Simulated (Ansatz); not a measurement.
# C₂H₇FN₂Si: one species, many methods

One table from this session's results is given with a row withheld; the runs are named, their logs left out.

Method: functionals in def2-TZVPP, the program's frozen cores in correlated methods; program: Ansatz 0.2.0, Gaussian basis.

Plan: PBE-D4, r2SCAN-D4, PBE0-D4, B3LYP-D4, ωB97X-V, ωB97M-V, B2PLYP; CCSD(T)/def2-TZVPP; MP2/def2-QZVPP; extrapolation to the limit.

## The relaxed structure

An earlier PBE0-D4 in a triple-zeta def2 set relaxation fixed the geometry.

SMILES `C=NC(F)[SiH2]N`, 13 atoms, charge 0, spin multiplicity 1.

Atoms are counted from 1 here; the program's logs count them from 0.

Bond lengths: C1–N2 1.262 Å, C1–H7 1.088 Å, C1–H8 1.092 Å, N2–C3 1.401 Å, C3–F4 1.406 Å, C3–Si5 1.922 Å, C3–H9 1.097 Å, Si5–N6 1.708 Å, Si5–H10 1.483 Å, Si5–H11 1.484 Å, N6–H12 1.007 Å, N6–H13 1.007 Å. Angles: N2–C1–H7 118.4°, N2–C1–H8 123.4°, H7–C1–H8 118.2°, C1–N2–C3 121.6°, N2–C3–F4 114.3°, N2–C3–Si5 108.5°, N2–C3–H9 108.6°, F4–C3–Si5 108.2°, F4–C3–H9 106.5°, Si5–C3–H9 110.6°, C3–Si5–N6 113.6°, C3–Si5–H10 106.7°, C3–Si5–H11 106.4°, N6–Si5–H10 109.9°, N6–Si5–H11 108.4°, H10–Si5–H11 111.8°, Si5–N6–H12 120.3°, Si5–N6–H13 120.7° and more.

The first run:

The input, in.yaml:

```yaml
crystal:
  periodic: [false, false, false]
  atoms:
    - {symbol: C, position_ang: [0.157465, -1.992851, -0.832745]}
    - {symbol: N, position_ang: [0.902136, -1.152632, -0.255359]}
    - {symbol: C, position_ang: [0.493440, -0.488736, 0.909192]}
    - {symbol: F, position_ang: [-0.702118, -0.977025, 1.465241]}
    - {symbol: Si, position_ang: [0.247457, 1.372616, 0.497524]}
    - {symbol: N, position_ang: [-0.859578, 1.652989, -0.773173]}
    - {symbol: H, position_ang: [0.511800, -2.452488, -1.753323]}
    - {symbol: H, position_ang: [-0.820183, -2.291466, -0.449901]}
    - {symbol: H, position_ang: [1.268870, -0.615883, 1.674861]}
    - {symbol: H, position_ang: [1.581557, 1.907681, 0.132277]}
    - {symbol: H, position_ang: [-0.283127, 2.008573, 1.728798]}
    - {symbol: H, position_ang: [-1.850318, 1.589033, -0.607632]}
    - {symbol: H, position_ang: [-0.627001, 1.405591, -1.720961]}
basis:
  gaussian: {orbitals: def2-TZVPP}
hamiltonian: {xc: pbe, dispersion: d4}
output: {forces: true, orbitals: {seedname: orbitals}}
```

Started as:

```console
ansatz run in.yaml --threads 2 --pin off --events-out ev --progress --plain --max-ram 22528MiB --backend cuda --devices 0, --max-vram 18GiB
```

Among the steps run: PBE-D4 (GGA); r2SCAN-D4 (meta-GGA); PBE0-D4 (hybrid); B3LYP-D4 (hybrid); ωB97X-V (range-separated); ωB97M-V (range-separated); B2PLYP (double hybrid); CCSD(T) in def2-TZVPP; MP2 in def2-QZVPP.

One table of the session follows, with a row left open; its other results are not shown here.

It belongs to the step «Atomisation energies». 

| method | atomisation energy (kJ/mol) |
| --- | --- |
| PBE-D4 | 4921.5 |
| r2SCAN-D4 | 4785.1 |
| PBE0-D4 | 4797.9 |
| B3LYP-D4 | 4812.6 |
| ωB97X-V | 4818.9 |
| ωB97M-V | 4815.0 |
| B2PLYP | ? |
| HF/def2-TZVPP | 3308.4 |
| MP2/def2-TZVPP | 4718.2 |
| CCSD/def2-TZVPP | 4557.2 |
| CCSD(T)/def2-TZVPP | 4639.8 |
| MP2/CBS | 4865.7 |
| CCSD(T)/CBS | 4787.3 |

**Question.** Estimate the row for B2PLYP.

The run gave: atomisation energy (kJ/mol): 4744.9. In the column «atomisation energy (kJ/mol)» it lies between MP2/def2-TZVPP (4718.2) and r2SCAN-D4 (4785.1).

Limits of these values: Free atoms (2 C, 2 N, 1 F, 1 Si, 7 H) were run apart at each level; the atomisation energy is their sum less the molecule, without zero-point or spin-orbit terms.
